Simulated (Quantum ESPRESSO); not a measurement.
Runs of Quantum ESPRESSO 7.5 on InRh2. Symmetry: Fm-3m, No. 225, cubic system. The conventional cell has a = 5.781 Å, b = 5.781 Å, c = 5.781 Å, α = 90.00°, β = 90.00°, γ = 90.00°. Rh (site symmetry -43m) has 4 In at 2.50 Å as nearest neighbours. Around In (site symmetry m-3m) lie 8 Rh at 2.50 Å. The cell was built by a generator and needn't be a form met in nature.

```csv
U,gap on the mesh (eV),pressure (GPa)
Rh d U = 8.0 eV,none,20.6
Rh d U = 2.0 eV,none,23.8
Rh d U = 6.0 eV,none,(b)
Rh d U = 4.0 eV,none,(a)
Rh d U = 0.0001 eV,none,25.3
```

Alike in all rows: task Hubbard U by linear response; level PBEsol+U; potentials or basis PseudoDojo 0.4.1 SR PBEsol standard; no spin polarisation; cell as given; k mesh 6 × 6 × 6; cutoff (eV) 1197; smearing cold 0.2 eV.

Question: Fill in the values left out.

Answer: (a) 22.6; (b) 21.5.

Caveats: U without spin polarisation on a metal has little footing; the U is typed as a test and isn't derived for this compound.

A k mesh can miss the band edges, and the runs leave out spin-orbit coupling on In, Rh.

A gap of «none» marks a metal or a gap under the smearing width.

Not every run made on this cell is shown here.
